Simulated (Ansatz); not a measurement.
**H6N2O2Ti: small, medium and large basis sets**

The task here is to estimate one member of a computed series from the others.

Computed with Ansatz 0.2.0, Gaussian basis. Level: one geometry, several basis sets.

Levels to be run: PBE0-D4/def2-SVP; ωB97M-V/def2-SVP; PBE0-D4/def2-QZVPP; ωB97M-V/def2-QZVPP; the functionals' def2-TZVPP values are taken from earlier runs.

### Structure used throughout

All runs share one geometry, relaxed beforehand with PBE0-D4 in a triple-zeta def2 set.

SMILES `[NH2][Ti]([NH2])([OH])[OH]`, 11 atoms, charge 0, spin multiplicity 1.

Atoms are counted from 1 here; the program's logs count them from 0.

Bond lengths: N1–Ti2 1.887 Å, N1–H6 1.010 Å, N1–H7 1.009 Å, Ti2–N3 1.886 Å, Ti2–O4 1.808 Å, Ti2–O5 1.807 Å, N3–H8 1.010 Å, N3–H9 1.010 Å, O4–H10 0.957 Å, O5–H11 0.958 Å. Angles: Ti2–N1–H6 123.4°, Ti2–N1–H7 125.2°, H6–N1–H7 110.4°, N1–Ti2–N3 107.5°, N1–Ti2–O4 107.3°, N1–Ti2–O5 110.5°, N3–Ti2–O4 112.7°, N3–Ti2–O5 106.7°, O4–Ti2–O5 112.1°, Ti2–N3–H8 125.2°, Ti2–N3–H9 123.5°, H8–N3–H9 110.3°, Ti2–O4–H10 131.2°, Ti2–O5–H11 128.7°.

Set-up of the first run:

in.yaml

```yaml
crystal:
  periodic: [false, false, false]
  atoms:
    - {symbol: N, position_ang: [-1.268752, 1.121848, 0.179168]}
    - {symbol: Ti, position_ang: [0.231586, 0.025408, -0.151194]}
    - {symbol: N, position_ang: [0.218849, -1.353643, 1.134648]}
    - {symbol: O, position_ang: [1.699723, 1.074733, -0.036146]}
    - {symbol: O, position_ang: [0.088865, -0.770922, -1.767056]}
    - {symbol: H, position_ang: [-1.292448, 2.109639, -0.031973]}
    - {symbol: H, position_ang: [-2.065659, 0.862667, 0.740857]}
    - {symbol: H, position_ang: [0.626879, -1.292982, 2.056688]}
    - {symbol: H, position_ang: [-0.030098, -2.309451, 0.923653]}
    - {symbol: H, position_ang: [2.462478, 1.156360, -0.608676]}
    - {symbol: H, position_ang: [-0.606124, -0.680553, -2.419470]}
basis:
  gaussian: {orbitals: def2-SVP}
hamiltonian: {xc: pbe0, dispersion: d4}
output: {orbitals: {seedname: orbitals}}
```

Command:

```
> ansatz run in.yaml --threads 4 --pin off --events-out ev --progress --plain --max-ram 10444MiB
```

Steps of the session up to this table: PBE0-D4 in def2-SVP; ωB97M-V in def2-SVP; PBE0-D4 in def2-QZVPP; ωB97M-V in def2-QZVPP.

One of the session's tables, all rows but one given; the rest of the session is left out.

It belongs to the step «Density functionals: the series». 

```
functional       basis  HOMO (eV)
   PBE0-D4    def2-SVP      -6.63
   PBE0-D4  def2-TZVPP      -7.00
   PBE0-D4  def2-QZVPP      -7.05
   ωB97M-V    def2-SVP          ?
   ωB97M-V  def2-TZVPP      -9.36
   ωB97M-V  def2-QZVPP      -9.40
```

Estimate the missing values for ωB97M-V, def2-SVP.

As computed: HOMO (eV): -8.98. In the column «HOMO (eV)» it lies between ωB97M-V, def2-TZVPP (-9.36) and PBE0-D4, def2-QZVPP (-7.05).
